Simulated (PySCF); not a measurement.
# C₄H₁₀N₂Si₂: a tour of settings

Aim: see how C₄H₁₀N₂Si₂ (`[SiH3]Cc1cncn1[SiH3]`) answers to the choice of functional, basis, grid and SCF options, and what happens with inputs that are wrong on purpose.

Programs: PySCF 2.14.0, with density-fitted response routines of our own. Each step states its level of theory. These are calculated values for one molecule in the gas phase, unless marked as measured. Atoms are numbered from 0 throughout.

**1. The molecule as given**

18 atoms, charge 0, multiplicity 1; geometry from: GFN2-xTB.

Bonds of the start (Å): Si0–C1 1.91, C1–C2 1.48, C2–C3 1.36, C3–N4 1.37, N4–C5 1.29, C5–N6 1.37, N6–Si7 1.75, N6–C2 1.38, Si0–H8 1.46, Si0–H9 1.46, Si0–H10 1.46, C1–H11 1.09, C1–H12 1.09, C3–H13 1.07, C5–H14 1.07, Si7–H15 1.46, Si7–H16 1.46, Si7–H17 1.46.

**2. NMR shieldings: PBE0/cc-pVDZ-PP**

Job settings and geometry (Å):

```
{"job": {"kind": "nmr", "xc": "PBE0", "basis": "cc-pVDZ-PP", "pop": false, "scf": {"aux": "cc-pvdz-ri", "max_cycle": 80}}, "charge": 0, "multiplicity": 1}
Si     2.187781    -0.913669     0.723383
C      0.961514    -0.802865    -0.739079
C      0.151269     0.433021    -0.651463
C      0.435707     1.702989    -1.060277
N     -0.585034     2.547274    -0.725887
C     -1.459187     1.807336    -0.126275
N     -1.083894     0.491512    -0.036449
Si    -2.027104    -0.809572     0.648990
H      1.450154    -0.871933     1.987485
H      2.909905    -2.183591     0.616545
H      3.115148     0.213210     0.649337
H      0.310705    -1.677664    -0.758096
H      1.521786    -0.790100    -1.675074
H      1.300748     2.064048    -1.580358
H     -2.391325     2.157832     0.268282
H     -3.227232    -0.162005     1.166165
H     -2.341943    -1.756882    -0.422684
H     -1.237759    -1.442622     1.703800
```

Level: PBE0/cc-pVDZ-PP.

Started as:

```sh
$ OMP_NUM_THREADS=1 python probes_run.py task.json out
```

This one command runs all jobs of the session in turn.

The log of the run:

```text
KeyError: 'Element si (Z=14) not found in basis cc-pVDZ-PP version 0'
```

Wall time 0.01 s (1 thread of Arm Neoverse V2, shared host).

Why it failed: The basis cc-pVDZ-PP has no functions for an element of the molecule, so the input was refused before any integral. Cure: choose a basis that covers all elements.

**3. Indirect couplings: LDA/pcSseg-0**

The job, as its differences from that of step 2:

```diff
@@ -1,2 +1,2 @@
-{"job": {"kind": "nmr", "xc": "PBE0", "basis": "cc-pVDZ-PP", "pop": false, "scf": {"aux": "cc-pvdz-ri", "max_cycle": 80}}, "charge": 0, "multiplicity": 1}
+{"job": {"kind": "j", "xc": "LDA", "basis": "pcSseg-0", "scf": {"conv": 1e-11, "aux": "def2-universal-jkfit"}}, "charge": 0, "multiplicity": 1}
 Si     2.187781    -0.913669     0.723383
```

Level: LDA/pcSseg-0 indirect spin-spin coupling, non-relativistic, gas phase.

The log of the run:

```text
final grid: 144392 points
cycle   1  E = -840.9766165967  dE =  8.882e-01  |g| = 4.701e-01  |ddm| = 4.620e+00
cycle   2  E = -840.7741769668  dE =  2.024e-01  |g| = 9.886e-01  |ddm| = 2.586e+00
cycle   3  E = -841.0237986822  dE = -2.496e-01  |g| = 2.567e-01  |ddm| = 2.000e+00
cycle   4  E = -841.0379639501  dE = -1.417e-02  |g| = 6.921e-02  |ddm| = 3.622e-01
cycle   5  E = -841.0388452665  dE = -8.813e-04  |g| = 3.375e-02  |ddm| = 1.173e-01
cycle   6  E = -841.0391269188  dE = -2.817e-04  |g| = 6.717e-03  |ddm| = 4.311e-02
cycle   7  E = -841.0391386662  dE = -1.175e-05  |g| = 2.430e-03  |ddm| = 1.080e-02
cycle   8  E = -841.0391401144  dE = -1.448e-06  |g| = 5.206e-04  |ddm| = 3.309e-03
cycle   9  E = -841.0391401856  dE = -7.120e-08  |g| = 1.449e-04  |ddm| = 8.997e-04
cycle  10  E = -841.0391401903  dE = -4.778e-09  |g| = 4.840e-05  |ddm| = 2.608e-04
cycle  11  E = -841.0391401910  dE = -6.107e-10  |g| = 1.735e-05  |ddm| = 9.514e-05
cycle  12  E = -841.0391401910  dE = -7.458e-11  |g| = 6.889e-06  |ddm| = 3.147e-05
cycle  13  E = -841.0391401910  dE = -8.185e-12  |g| = 3.067e-06  |ddm| = 1.038e-05
converged SCF energy = -841.0391401910

Indirect spin-spin couplings (Hz)
  i      j    bonds     total        FC       PSO       DSO        SD
  0 Si   1 C    1    -54.919   -54.517     1.168    -0.097    -1.473
  0 Si   2 C    2      8.670     8.227     0.217    -0.044     0.270
  0 Si   3 C    3     -6.280    -6.089     0.021    -0.004    -0.208
  0 Si   4 N    4     -0.780    -0.760    -0.004    -0.012    -0.004
  0 Si   5 C    4     -3.296    -3.131    -0.074     0.030    -0.121
  0 Si   6 N    3      0.146     0.078     0.035     0.004     0.029
  0 Si   7 Si   4      0.294     0.284     0.036    -0.002    -0.024
  0 Si   8 H    1   -224.304  -224.407     0.169    -0.283     0.218
  0 Si   9 H    1   -209.900  -210.088     0.212    -0.247     0.223
  0 Si  10 H    1   -238.026  -238.205     0.232    -0.264     0.211
  0 Si  11 H    2      4.704     4.765    -0.005     0.061    -0.117
  0 Si  12 H    2      5.938     5.954     0.007     0.076    -0.098
  0 Si  13 H    4      1.515     1.533    -0.050     0.013     0.019
  0 Si  14 H    5      1.091     0.999    -0.093     0.169     0.017
  0 Si  16 H    5      0.243     0.210    -0.049     0.073     0.009
  0 Si  17 H    5     -0.181    -0.098     0.012    -0.138     0.043
  1 C    2 C    1     83.165    83.808    -0.969     0.326         -
  1 C    3 C    2      7.335     7.616    -0.289     0.008         -
  1 C    4 N    3     -0.067    -0.132     0.055     0.030    -0.021
  1 C    5 C    3      4.317     4.502    -0.113    -0.073         -
  1 C    6 N    2     -5.241    -5.409     0.204    -0.020    -0.016
  1 C    7 Si   3     -3.148    -3.113    -0.006    -0.018    -0.012
  1 C    8 H    2      0.967     1.027     0.044    -0.104         -
  1 C    9 H    2      2.259     2.331     0.029    -0.102         -
  1 C   10 H    2      1.127     1.198     0.038    -0.110         -
  1 C   11 H    1    113.314   110.275     1.895     1.144         -
  1 C   12 H    1    118.162   115.366     1.724     1.072         -
  1 C   13 H    3      0.845     0.844     0.003    -0.002         -
  1 C   15 H    4      0.913     1.161     0.062    -0.310         -
  1 C   16 H    4      0.768     0.682    -0.050     0.136         -
  1 C   17 H    4      0.331     0.208    -0.055     0.178         -
  2 C    3 C    1    135.362   142.292    -7.275     0.345         -
  2 C    4 N    2      2.067     1.477     0.497    -0.007     0.100
  2 C    5 C    2     15.800    15.955    -0.208     0.053         -
  2 C    6 N    1    -29.148   -31.739     2.858    -0.165    -0.101
  2 C    7 Si   2     -4.618    -4.645     0.041     0.006    -0.019
  2 C    8 H    3      1.303     1.185    -0.060     0.178         -
  2 C    9 H    3      6.154     6.398     0.021    -0.265         -
  2 C   10 H    3      0.791     0.687    -0.051     0.155         -
  2 C   11 H    2     -5.961    -6.045    -0.116     0.199         -
  2 C   12 H    2     -5.039    -5.113    -0.123     0.196         -
  2 C   13 H    2     12.451    13.587    -0.894    -0.242         -
  2 C   14 H    3      1.793     2.338    -0.009    -0.536         -
  2 C   15 H    3      3.513     3.878     0.004    -0.368         -
  2 C   16 H    3     -0.099    -0.024    -0.107     0.032         -
  2 C   17 H    3     -0.235    -0.149    -0.123     0.037         -
  3 C    4 N    1     -0.991    -4.865     4.101    -0.116    -0.111
  3 C    5 C    2      0.613     0.546     0.047     0.021         -
  3 C    6 N    2    -12.470   -12.272     0.067    -0.023    -0.243
  3 C    7 Si   3     -5.306    -4.959    -0.293     0.062    -0.116
  3 C    8 H    4     -0.211    -0.180     0.034    -0.065         -
  3 C    9 H    4      0.164     0.355     0.045    -0.236         -
  3 C   11 H    3      4.447     4.672     0.109    -0.334         -
  3 C   12 H    3      2.874     2.999    -0.272     0.148         -
  3 C   13 H    1    170.866   169.005     0.679     1.181         -
  3 C   14 H    3      9.202     9.793     0.034    -0.625         -
  3 C   15 H    4     -0.439    -0.167     0.031    -0.303         -
  3 C   17 H    4     -0.156     0.028     0.053    -0.237         -
  4 N    5 C    1     -9.793   -14.744     5.700    -0.116    -0.634
  4 N    6 N    2     -1.225    -0.459    -0.858     0.001     0.092
  4 N    7 Si   3     -1.904    -1.970     0.031    -0.027     0.063
  4 N    9 H    5      0.183     0.076     0.001     0.105     0.002
  4 N   11 H    4      0.336     0.124     0.059     0.137     0.016
  4 N   12 H    4      0.286     0.121     0.067     0.103    -0.005
  4 N   13 H    2     -8.594    -9.370     0.665     0.110     0.001
  4 N   14 H    2    -10.635   -11.485     0.686     0.166    -0.001
  4 N   15 H    4      0.194     0.044     0.051     0.090     0.008
  4 N   17 H    4      0.161    -0.001     0.034     0.120     0.008
  5 C    6 N    1    -15.443   -18.400     3.236    -0.153    -0.126
  5 C    7 Si   2     -3.558    -3.683     0.135     0.012    -0.022
  5 C    9 H    5      0.224     0.424     0.061    -0.261         -
  5 C   11 H    4     -0.391    -0.154     0.040    -0.277         -
  5 C   13 H    3     11.652    12.100     0.167    -0.616         -
  5 C   14 H    1    186.678   184.780     0.598     1.300         -
  5 C   15 H    3      3.272     3.203    -0.147     0.216         -
  5 C   16 H    3      1.461     1.718    -0.015    -0.242         -
  5 C   17 H    3      1.949     2.227    -0.007    -0.270         -
  6 N    7 Si   1     19.680    20.590    -1.578     0.061     0.607
  6 N   11 H    3     -2.040    -2.042     0.111    -0.121     0.012
  6 N   12 H    3     -2.970    -3.059    -0.007     0.105    -0.010
  6 N   13 H    3     -1.589    -1.815     0.021     0.197     0.008
  6 N   14 H    2    -10.021   -10.466     0.415     0.051    -0.020
  6 N   15 H    2     -2.325    -2.353     0.036    -0.010     0.002
  6 N   16 H    2     -1.694    -1.644    -0.055     0.006    -0.001
  6 N   17 H    2     -2.032    -1.988    -0.043     0.002    -0.003
  7 Si   8 H    5     -0.981    -0.879    -0.012    -0.118     0.028
  7 Si  11 H    4      0.291     0.452    -0.010    -0.251     0.100
  7 Si  12 H    4      0.262     0.186    -0.130     0.181     0.024
  7 Si  13 H    4     -0.163    -0.210    -0.182     0.276    -0.046
  7 Si  14 H    3     -1.529    -1.490    -0.073    -0.002     0.036
  7 Si  15 H    1   -244.039  -244.690     0.728    -0.320     0.243
  7 Si  16 H    1   -240.148  -240.701     0.647    -0.324     0.230
  7 Si  17 H    1   -243.393  -243.947     0.675    -0.339     0.218
  8 H    9 H    2     -1.704    -0.021     0.148    -1.831         -
  8 H   10 H    2     -1.873    -0.196     0.117    -1.795         -
  8 H   11 H    3      0.559     0.730     0.023    -0.194         -
  8 H   12 H    3      4.007     5.637     0.528    -2.158         -
  8 H   13 H    5     -0.467     0.028     0.214    -0.710         -
  8 H   14 H    6     -0.221     0.008     0.200    -0.428         -
  8 H   15 H    6     -0.306     0.016     0.044    -0.366         -
  8 H   16 H    6     -0.265     0.010     0.062    -0.337         -
  8 H   17 H    6      1.322    -0.258    -0.497     2.077         -
  9 H   10 H    2     -1.289     0.515     0.174    -1.977         -
  9 H   11 H    3      0.676     0.699    -0.032     0.009         -
  9 H   12 H    3      0.114     0.318     0.026    -0.231         -
  9 H   13 H    5     -0.743    -0.144     0.161    -0.760         -
  9 H   14 H    6     -0.771    -0.088     0.309    -0.992         -
  9 H   15 H    6     -0.696     0.006     0.174    -0.876         -
  9 H   16 H    6     -0.243    -0.013     0.082    -0.312         -
 10 H   11 H    3      3.630     5.209     0.521    -2.100         -
 10 H   12 H    3      1.408     1.518    -0.010    -0.100         -
 10 H   13 H    5      0.667     0.035    -0.296     0.929         -
 10 H   14 H    6     -0.460     0.006     0.303    -0.768         -
 10 H   15 H    6     -0.683    -0.044     0.198    -0.836         -
 10 H   16 H    6     -0.599     0.053     0.233    -0.885         -
 10 H   17 H    6     -0.516    -0.048     0.079    -0.547         -
 11 H   12 H    2     -7.659    -7.171     0.964    -1.452         -
 11 H   13 H    4     -1.082    -0.314     0.619    -1.386         -
 11 H   14 H    5     -0.551     0.190     0.482    -1.223         -
 11 H   15 H    5     -1.214    -0.070     0.107    -1.250         -
 11 H   16 H    5      1.106    -0.253    -0.723     2.082         -
 11 H   17 H    5      1.037     0.160    -0.505     1.382         -
 12 H   14 H    5     -0.610     0.235     0.593    -1.438         -
 12 H   15 H    5     -0.965    -0.026     0.396    -1.335         -
 12 H   17 H    5     -0.551    -0.047     0.396    -0.901         -
 13 H   14 H    4     -1.470    -0.065     0.877    -2.281         -
 13 H   15 H    5     -0.329     0.500     0.447    -1.276         -
 13 H   16 H    5     -0.729    -0.115     0.383    -0.996         -
 13 H   17 H    5     -0.721    -0.067     0.400    -1.055         -
 14 H   15 H    4      0.882    -0.308    -0.559     1.749         -
 14 H   16 H    4     -0.972    -0.195     0.191    -0.967         -
 14 H   17 H    4     -1.021    -0.169     0.209    -1.061         -
 15 H   16 H    2     -0.923     0.906     0.113    -1.942         -
 15 H   17 H    2     -0.933     0.921     0.106    -1.960         -
 16 H   17 H    2      2.895     4.620     0.109    -1.834         -
```

Run time: 12 s. Hardware: 1 thread of Arm Neoverse V2, shared host; peak memory 0.37 GiB.

The basis is not made for couplings: without tight functions at the nuclei these values are rough.

A choice of the couplings up to four bonds, sorted by the number of bonds, with means over like pairs; isotopes 13C, 1H, 15N, 29Si:

```
   pair  bonds  J (Hz)  Fermi contact (Hz)  dihedral (°)
Si7–H15      1  -242.5              -243.1             –
 Si0–H8      1  -224.1              -224.2             –
 C5–H14      1   186.7               184.8             –
 C3–H13      1   170.9               169.0             –
  C2–C3      1   135.4               142.3             –
 C1–H11      1   115.7               112.8             –
  C1–C2      1    83.2                83.8             –
 Si0–C1      1   -54.9               -54.5             –
  C2–N6      1   -29.1               -31.7             –
  C2–C5      2    15.8                16.0             –
  C3–N6      2   -12.5               -12.3             –
 C2–H13      2    12.5                13.6             –
 N4–H14      2   -10.6               -11.5             –
 N6–H14      2   -10.0               -10.5             –
 Si0–C2      2     8.7                 8.2             –
 N4–H13      2    -8.6                -9.4             –
H11–H12      2    -7.7                -7.2             –
  C1–C3      2     7.3                 7.6             –
 C5–H13      3    11.7                12.1           180
 C3–H14      3     9.2                 9.8          -180
 Si0–C3      3    -6.3                -6.1            84
 C3–Si7      3    -5.3                -5.0           178
  C1–C5      3     4.3                 4.5           178
 C3–H11      3     3.7                 3.8             –
 C1–Si7      3    -3.1                -3.1            -5
  C2–H8      3     2.7                 2.8             –
 N6–H11      3    -2.5                -2.6             –
 Si0–C5      4    -3.3                -3.1             –
Si0–H13      4     1.5                 1.5             –
H13–H14      4    -1.5                -0.1             –
```

The spin-dipole term was solved for some atoms only; pairs without it lack that part.

Quadrupole couplings from the field gradients of the same density:

```
atom  isotope  eQq/h (MHz)     η
  N4      14N       -4.647  0.12
  N6      14N       -2.571  0.20
```

**4. Shielding tensors: HF/6-31G**

Job settings and geometry (Å):

```
{"job": {"kind": "nmr", "xc": "HF", "basis": "6-31G", "pop": false, "scf": {"max_cycle": 71}}, "charge": 0, "multiplicity": 1}
Si     2.406559    -1.005036     0.795721
C      1.057665    -0.883152    -0.812987
C      0.166396     0.476323    -0.716609
C      0.479278     1.873288    -1.166305
N     -0.643537     2.802001    -0.798476
C     -1.605106     1.988070    -0.138902
N     -1.192283     0.540663    -0.040094
Si    -2.229814    -0.890529     0.713889
H      1.595169    -0.959126     2.186234
H      3.200896    -2.401950     0.678200
H      3.426663     0.234531     0.714271
H      0.341776    -1.845430    -0.833906
H      1.673965    -0.869110    -1.842581
H      1.430823     2.270453    -1.738394
H     -2.630458     2.373615     0.295110
H     -3.549955    -0.178206     1.282782
H     -2.576137    -1.932570    -0.464952
H     -1.361535    -1.586884     1.874180
```

Method: GIAO HF/6-31G NMR shielding, non-relativistic, gas phase.

The log of the run:

```text
final grid: 144392 points
cycle   1  E = -843.5389088357  dE = -2.914e-01  |g| = 5.080e-01  |ddm| = 3.753e+00
cycle   2  E = -843.6174135254  dE = -7.850e-02  |g| = 3.556e-01  |ddm| = 1.130e+00
cycle   3  E = -843.6482681823  dE = -3.085e-02  |g| = 9.563e-02  |ddm| = 4.574e-01
cycle   4  E = -843.6517819874  dE = -3.514e-03  |g| = 2.860e-02  |ddm| = 1.635e-01
cycle   5  E = -843.6521117919  dE = -3.298e-04  |g| = 9.682e-03  |ddm| = 5.282e-02
cycle   6  E = -843.6521652247  dE = -5.343e-05  |g| = 4.927e-03  |ddm| = 1.902e-02
cycle   7  E = -843.6521872403  dE = -2.202e-05  |g| = 2.157e-03  |ddm| = 1.453e-02
cycle   8  E = -843.6521922051  dE = -4.965e-06  |g| = 7.315e-04  |ddm| = 7.219e-03
cycle   9  E = -843.6521929308  dE = -7.257e-07  |g| = 2.858e-04  |ddm| = 2.649e-03
cycle  10  E = -843.6521930292  dE = -9.841e-08  |g| = 1.283e-04  |ddm| = 9.200e-04
cycle  11  E = -843.6521930489  dE = -1.971e-08  |g| = 5.720e-05  |ddm| = 4.201e-04
cycle  12  E = -843.6521930524  dE = -3.460e-09  |g| = 1.585e-05  |ddm| = 2.203e-04
cycle  13  E = -843.6521930526  dE = -1.633e-10  |g| = 8.827e-06  |ddm| = 3.528e-05
converged SCF energy = -843.6521930526

GIAO shielding tensors (ppm)
atom      isotropic    diamagn.    paramagn.     s11        s22        s33       span
  0 Si     508.662     876.370    -367.708    481.895    498.272    545.819     63.924
  1 C      169.176     247.549     -78.373    152.101    167.320    188.107     36.006
  2 C       20.150     252.366    -232.216    -86.080     22.637    123.892    209.972
  3 C       29.766     259.001    -229.235    -81.944     42.999    128.242    210.186
  4 N     -164.516     332.599    -497.115   -476.814   -206.814    190.079    666.893
  5 C        2.922     253.813    -250.890   -130.882     34.795    104.855    235.737
  6 N       47.892     338.381    -290.489    -71.334     53.625    161.385    232.720
  7 Si     498.431     876.046    -377.615    478.318    480.938    536.036     57.718
  8 H       27.260      28.798      -1.538     23.597     27.324     30.857      7.260
  9 H       27.106      26.709       0.398     24.069     24.846     32.405      8.336
 10 H       27.196      27.727      -0.531     23.853     26.115     31.621      7.767
 11 H       28.065      30.075      -2.010     23.328     28.404     32.463      9.135
 12 H       27.535      28.701      -1.167     23.567     26.004     33.032      9.464
 13 H       22.299      28.719      -6.420     19.953     21.220     25.724      5.771
 14 H       21.783      27.162      -5.378     20.400     20.879     24.071      3.672
 15 H       26.021      27.534      -1.513     22.228     25.165     30.670      8.443
 16 H       26.001      27.594      -1.593     22.613     24.599     30.792      8.179
 17 H       25.891      28.437      -2.546     21.872     25.877     29.924      8.052
```

It took 6.1 s on 1 thread of Arm Neoverse V2, shared host; peak memory 0.59 GiB.

All coordinates were scaled by 1.1, so these values belong to a distorted geometry and are kept out of the summary.

[end of part 1 of 2]
